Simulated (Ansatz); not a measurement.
# Cl3H3Si2: relaxing the atoms and phonons

Aim: for Cl3H3Si2, 2 runs in a chain (relaxing the atoms and phonons).

Computed with Ansatz 0.2.0 (DFT PBE, Gaussian basis def2-SVP, unless a step's input says otherwise).

## (1) The system as given

Bond lengths: Si1–Cl2 2.094 Å, Si1–Cl3 2.094 Å, Si1–Cl4 2.094 Å, Si1–Si5 2.233 Å, Si5–H6 1.470 Å, Si5–H7 1.470 Å, Si5–H8 1.470 Å. Angles: Cl2–Si1–Cl3 109.5°, Cl2–Si1–Cl4 109.5°, Cl2–Si1–Si5 109.4°, Cl3–Si1–Cl4 109.5°, Cl3–Si1–Si5 109.4°, Cl4–Si1–Si5 109.4°, Si1–Si5–H6 109.3°, Si1–Si5–H7 109.3°, Si1–Si5–H8 109.3°, H6–Si5–H7 109.6°, H6–Si5–H8 109.6°, H7–Si5–H8 109.6°.

Structure file:

```xyz
8

Si   -1.2110   -0.1852   -1.5258
Cl    0.3132    0.2255   -0.1508
Cl   -2.4104   -1.7391   -0.7980
Cl   -0.3683   -0.7503   -3.3571
Si   -2.4601    1.6422   -1.8165
H    -3.0511    2.0375   -0.5295
H    -3.5299    1.3519   -2.7824
H    -1.6162    2.7323   -2.3276
```

## (2) Relaxing the atoms: Cl3H3Si2

Contents of input.yaml:

```yaml
crystal:
  periodic: [false, false, false]
  atoms:
    - { symbol: Si, position_ang: [-1.211038, -0.185229, -1.525848] }
    - { symbol: Cl, position_ang: [0.313211, 0.22552, -0.150757] }
    - { symbol: Cl, position_ang: [-2.410446, -1.739133, -0.798025] }
    - { symbol: Cl, position_ang: [-0.368284, -0.750251, -3.35709] }
    - { symbol: Si, position_ang: [-2.460141, 1.642194, -1.816489] }
    - { symbol: H, position_ang: [-3.051109, 2.037465, -0.529536] }
    - { symbol: H, position_ang: [-3.529935, 1.351865, -2.782398] }
    - { symbol: H, position_ang: [-1.616221, 2.732287, -2.327591] }
basis:
  gaussian: { orbitals: def2-SVP }
hamiltonian:
  xc: pbe
relax:
  f_tol: 0.004
  max_steps: 200
output:
  orbitals: {}
```

Run with:

```sh
$ ansatz run input.yaml --threads 4 --pin off --max-ram 10240MiB --backend cpu --events-out ev --progress --plain --runs-dir out
```

Output (excerpt; [...] marks lines left out):

```text
Warning: RAYON_NUM_THREADS=4 ignored (pool sized by the plan → 4); use --threads N
[...]
Functional definition: PBE
[...]
1151 factors; their error is unknown
[...]
mean field -53335.51165901 eV, -1960.0439013602 hartree, gradient 1.5e-5 eV, S^2 0.000000; 0 other end points of the search recorded, 0 dependent functions left out
[...]
reference -53335.51169164 eV, -1960.0439025594 hartree; 41, 41 occupied and 64, 64 virtual orbitals, 1151 factors
relax step   1: F+E_penalty+E_count = -53335.51165901 eV  Δ(F+E_penalty+E_count) = +0.000e0 eV  max|allowed force component| = 1.165e0 eV/Å  Δτ_max = 0.0000 Å  (24 SCF iters, accepted)
[...]
relax step   5: F+E_penalty+E_count = -53335.62560286 eV  Δ(F+E_penalty+E_count) = +4.021e-4 eV  max|allowed force component| = 1.632e-2 eV/Å  Δτ_max = 0.0257 Å  (26 SCF iters, rejected (line search))
relax step   6: F+E_penalty+E_count = -53335.62600492 eV  Δ(F+E_penalty+E_count) = +0.000e0 eV  max|allowed force component| = 1.945e-3 eV/Å  Δτ_max = 0.0000 Å  (20 SCF iters, accepted)
1151 factors; their error is unknown
mean field -53335.62600492 eV, -1960.0481034949 hartree, gradient 9.6e-6 eV, S^2 0.000000; 1 other end points of the search recorded, 0 dependent functions left out
[...]
reference -53335.62603786 eV, -1960.0481047056 hartree; 41, 41 occupied and 64, 64 virtual orbitals, 1151 factors
Total energy: -53335.62603786 eV, -1960.0481047056 hartree
Atom 0 at    -1.186538    -0.221128    -1.520169 Å, force    -0.000667     0.000908    -0.000182 eV/Å
Atom 1 at     0.336700     0.152393    -0.160270 Å, force    -0.000610     0.000228    -0.000398 eV/Å
Atom 2 at    -2.346856    -1.783583    -0.798042 Å, force     0.000124     0.000707    -0.000236 eV/Å
Atom 3 at    -0.334704    -0.809232    -3.319498 Å, force    -0.000419     0.000444     0.000445 eV/Å
Atom 4 at    -2.497248     1.696479    -1.825123 Å, force    -0.001233     0.001771    -0.000300 eV/Å
Atom 5 at    -3.095081     2.090069    -0.504102 Å, force     0.000660    -0.001367     0.001434 eV/Å
Atom 6 at    -3.585959     1.387435    -2.813361 Å, force     0.000205    -0.001945    -0.000588 eV/Å
Atom 7 at    -1.624277     2.802283    -2.347169 Å, force     0.001942    -0.000746    -0.000174 eV/Å
Dipole moment:    -0.171295     0.250586    -0.039863 e Å
```

Run time: 7.3 s. Hardware: 4 threads of Intel Xeon Platinum 8259CL at 2.50GHz (Skylake/Cascade Lake), shared host; peak memory 0.18 GiB.

Step by step:

| step | energy from step 1 (eV) | largest force component (eV/Å) |
| --- | --- | --- |
| 1 | 0.0000 | 1.1645 |
| 2 | -0.1069 | 0.3808 |
| 3 | -0.1143 | 0.0171 |
| 4 | -0.1143 | 0.0019 |
| 5 | -0.1139 | 0.0163 |
| 6 | -0.1143 | 0.0019 |

Step 1 is the start. Step 5 was tried and not accepted.

Before: Bond lengths: Si1–Cl2 2.094 Å, Si1–Cl3 2.094 Å, Si1–Cl4 2.094 Å, Si1–Si5 2.233 Å, Si5–H6 1.470 Å, Si5–H7 1.470 Å, Si5–H8 1.470 Å. Angles: Cl2–Si1–Cl3 109.5°, Cl2–Si1–Cl4 109.5°, Cl2–Si1–Si5 109.4°, Cl3–Si1–Cl4 109.5°, Cl3–Si1–Si5 109.4°, Cl4–Si1–Si5 109.4°, Si1–Si5–H6 109.3°, Si1–Si5–H7 109.3°, Si1–Si5–H8 109.3°, H6–Si5–H7 109.6°, H6–Si5–H8 109.6°, H7–Si5–H8 109.6°.

After: Bond lengths: Si1–Cl2 2.076 Å, Si1–Cl3 2.076 Å, Si1–Cl4 2.076 Å, Si1–Si5 2.343 Å, Si5–H6 1.502 Å, Si5–H7 1.502 Å, Si5–H8 1.502 Å. Angles: Cl2–Si1–Cl3 108.5°, Cl2–Si1–Cl4 108.5°, Cl2–Si1–Si5 110.4°, Cl3–Si1–Cl4 108.5°, Cl3–Si1–Si5 110.4°, Cl4–Si1–Si5 110.4°, Si1–Si5–H6 108.8°, Si1–Si5–H7 108.8°, Si1–Si5–H8 108.8°, H6–Si5–H7 110.1°, H6–Si5–H8 110.1°, H7–Si5–H8 110.1°.

## (3) Phonons

It takes the final geometry of step 2.

Contents of input.yaml:

```yaml
crystal:
  periodic: [false, false, false]
  atoms:
    - { symbol: Si, position_ang: [-1.18653808, -0.22112757, -1.52016926] }
    - { symbol: Cl, position_ang: [0.33669959, 0.15239325, -0.1602699] }
    - { symbol: Cl, position_ang: [-2.34685601, -1.78358278, -0.79804171] }
    - { symbol: Cl, position_ang: [-0.33470359, -0.80923151, -3.31949802] }
    - { symbol: Si, position_ang: [-2.49724756, 1.69647941, -1.8251228] }
    - { symbol: H, position_ang: [-3.09508119, 2.09006915, -0.50410245] }
    - { symbol: H, position_ang: [-3.5859594, 1.38743472, -2.81336065] }
    - { symbol: H, position_ang: [-1.62427675, 2.80228332, -2.34716921] }
basis:
  gaussian: { orbitals: def2-SVP }
hamiltonian:
  xc: pbe
phonons: {}
```

Run with:

```sh
$ ansatz run input.yaml --threads 4 --pin off --max-ram 10240MiB --backend cpu --events-out ev --progress --plain --runs-dir out
```

Output (excerpt; [...] marks lines left out):

```text
Warning: RAYON_NUM_THREADS=4 ignored (pool sized by the plan → 4); use --threads N
[...]
[... 1 set-up line as earlier in the session ...]
[...]
1151 factors; their error is unknown
[...]
mean field -53335.62600502 eV, -1960.0481034986 hartree, gradient 3.5e-5 eV, S^2 0.000000; 0 other end points of the search recorded, 0 dependent functions left out
[...]
reference -53335.62603796 eV, -1960.0481047093 hartree; 41, 41 occupied and 64, 64 virtual orbitals, 1151 factors
[...]
1151 factors; their error is unknown
[...]
mean field -53335.62593106 eV, -1960.0481007809 hartree, gradient 1.6e-6 eV, S^2 0.000000; 0 other end points of the search recorded, 0 dependent functions left out
[...]
reference -53335.62596401 eV, -1960.0481019916 hartree; 41, 41 occupied and 64, 64 virtual orbitals, 1151 factors
[...]
1151 factors; their error is unknown
[...]
reference -53335.62603087 eV, -1960.0481044486 hartree; 41, 41 occupied and 64, 64 virtual orbitals, 1151 factors
[...]
1151 factors; their error is unknown
mean field -53335.62599572 eV, -1960.0481031571 hartree, gradient 2.5e-6 eV, S^2 0.000000; 0 other end points of the search recorded, 0 dependent functions left out
[...]
reference -53335.62602867 eV, -1960.0481043678 hartree; 41, 41 occupied and 64, 64 virtual orbitals, 1151 factors
[...]
1151 factors; their error is unknown
mean field -53335.62596475 eV, -1960.0481020188 hartree, gradient 2.9e-6 eV, S^2 0.000000; 0 other end points of the search recorded, 0 dependent functions left out
[...]
reference -53335.62599769 eV, -1960.0481032293 hartree; 41, 41 occupied and 64, 64 virtual orbitals, 1151 factors
[...]
1151 factors; their error is unknown
mean field -53335.62596281 eV, -1960.0481019475 hartree, gradient 1.1e-6 eV, S^2 0.000000; 0 other end points of the search recorded, 0 dependent functions left out
[...]
```

## (4) The log goes on

The log, continued (excerpt; [...] marks lines left out):

```text
reference -53335.62599576 eV, -1960.0481031583 hartree; 41, 41 occupied and 64, 64 virtual orbitals, 1151 factors
[...]
1151 factors; their error is unknown
[...]
mean field -53335.62592477 eV, -1960.0481005496 hartree, gradient 8.4e-7 eV, S^2 0.000000; 0 other end points of the search recorded, 0 dependent functions left out
[...]
reference -53335.62595772 eV, -1960.0481017605 hartree; 41, 41 occupied and 64, 64 virtual orbitals, 1151 factors
[...]
1151 factors; their error is unknown
mean field -53335.62593088 eV, -1960.0481007742 hartree, gradient 1.2e-6 eV, S^2 0.000000; 0 other end points of the search recorded, 0 dependent functions left out
[...]
reference -53335.62596382 eV, -1960.0481019847 hartree; 41, 41 occupied and 64, 64 virtual orbitals, 1151 factors
[...]
1151 factors; their error is unknown
[...]
Atom 0 at    -1.186538    -0.221128    -1.520169 Å, force    -0.000664     0.000907    -0.000181 eV/Å
Atom 1 at     0.336700     0.152393    -0.160270 Å, force    -0.000613     0.000229    -0.000400 eV/Å
Atom 2 at    -2.346856    -1.783583    -0.798042 Å, force     0.000124     0.000706    -0.000237 eV/Å
Atom 3 at    -0.334704    -0.809232    -3.319498 Å, force    -0.000420     0.000442     0.000445 eV/Å
Atom 4 at    -2.497248     1.696479    -1.825123 Å, force    -0.001233     0.001774    -0.000298 eV/Å
Atom 5 at    -3.095081     2.090069    -0.504102 Å, force     0.000659    -0.001367     0.001434 eV/Å
Atom 6 at    -3.585959     1.387435    -2.813361 Å, force     0.000205    -0.001945    -0.000587 eV/Å
Atom 7 at    -1.624277     2.802283    -2.347169 Å, force     0.001942    -0.000746    -0.000174 eV/Å
Dipole moment:    -0.171296     0.250586    -0.039864 e Å
Vibrations: 92.58 92.66 121.15 168.70 168.73 190.77 351.72 492.07 492.21 545.53 589.04 589.10 826.46 895.00 895.01 2168.23 2188.79 2188.80 cm⁻¹, zero-point energy 0.809403 eV
```

Run time: 33 s. Hardware: 4 threads of Intel Xeon Platinum 8259CL at 2.50GHz (Skylake/Cascade Lake), shared host; peak memory 0.17 GiB.

## (5) Summary of results

| step | energy above the lowest (eV) | charge | 2S+1 typed | ⟨S²⟩ | dipole (D) | time |
| --- | --- | --- | --- | --- | --- | --- |
| 2 | 0.000 | 0 | 1 | 0.00 | 1.47 | 7.3 s |
| 3 | 0.000 | 0 | 1 | 0.00 | 1.47 | 33 s |

**Reading.** The values hold for the settings typed; their convergence was not tested in this session.
